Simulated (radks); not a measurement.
# Dipole-allowed lines with 12 electrons: Ge²⁰⁺, As²¹⁺, Se²²⁺, Br²³⁺, Kr²⁴⁺, Rb²⁵⁺

Aim: excitation energies and oscillator strengths as poles of the dipole polarisability below minus the highest eigenvalue. Time-dependent linear response with the Hartree and adiabatic LDA kernel follows each ground state. Its values go to the run's result record, not to the log.

Method: non-relativistic Kohn-Sham, LDA (Slater exchange, Perdew-Wang correlation), spin-unpolarised, spherical densities, point nucleus. Code: radks (a radial shooting solver on a logarithmic mesh, Libxc functionals) version 1.

## Step 1: Starting point

```
species : Ge²⁰⁺ ([Ne] 3s2), As²¹⁺ ([Ne] 3s2), Se²²⁺ ([Ne] 3s2), Br²³⁺ ([Ne] 3s2), Kr²⁴⁺ ([Ne] 3s2), Rb²⁵⁺ ([Ne] 3s2)
```

## Step 2: Ge²⁰⁺, [Ne] 3s2

Input:

```text
Z 32
configuration [Ne] 3s2 3p0 4s0 3d0 4f0
relativity non-relativistic
functional lda,pw
spin unpolarised
nucleus point
response adiabatic LDA kernel, real frequencies
```

On the command line:

```sh
> python run_ks.py task.json out
```

All runs below come from this command, one after another.

## Step 3: As²¹⁺, [Ne] 3s2

Changes since step 2:

```diff
@@ -1,2 +1,2 @@
-Z 32
+Z 33
 configuration [Ne] 3s2 3p0 4s0 3d0 4f0
```

## Step 4: Se²²⁺, [Ne] 3s2

Changes since step 3:

```diff
@@ -1,2 +1,2 @@
-Z 33
+Z 34
 configuration [Ne] 3s2 3p0 4s0 3d0 4f0
```

## Step 5: Br²³⁺, [Ne] 3s2

Changes since step 4:

```diff
@@ -1,2 +1,2 @@
-Z 34
+Z 35
 configuration [Ne] 3s2 3p0 4s0 3d0 4f0
```

## Step 6: Kr²⁴⁺, [Ne] 3s2

Changes since step 5:

```diff
@@ -1,2 +1,2 @@
-Z 35
+Z 36
 configuration [Ne] 3s2 3p0 4s0 3d0 4f0
```

## Step 7: Rb²⁵⁺, [Ne] 3s2

Changes since step 6:

```diff
@@ -1,2 +1,2 @@
-Z 36
+Z 37
 configuration [Ne] 3s2 3p0 4s0 3d0 4f0
```

Before running it: what results should come out? Wanted: for each run, species; −ε(HOMO); lowest orbital gap; first line; f; strongest line; its f; static α.

**Answer**, as computed:

```tsv
species	−ε(HOMO) (eV)	lowest orbital gap (eV)	first line (eV)	f	strongest line (eV)	its f	static α (bohr³)	measured (eV)
Ge²⁰⁺	807.42	3s-3p 44.796	56.237	0.563	56.237	0.563	0.1374	-
As²¹⁺	879.59	3s-3p 46.814	58.726	0.544	440.18	0.570	0.1216	-
Se²²⁺	954.78	3s-3p 48.831	61.214	0.526	475.51	0.582	0.1081	-
Br²³⁺	1033.0	3s-3p 50.847	63.699	0.509	512.15	0.594	0.09655	-
Kr²⁴⁺	1114.3	3s-3p 52.862	66.186	0.493	550.13	0.605	0.08658	-
Rb²⁵⁺	1198.5	3s-3p 54.877	68.671	0.478	589.42	0.615	0.07794	-
```

What this shows: In Ge²⁰⁺ the response moves the first line 11.440 eV above the bare orbital gap, and the lines found carry 98 % of the static polarisability. Very weak lines can be missed, and lines above minus the highest eigenvalue dissolve into this model's continuum.
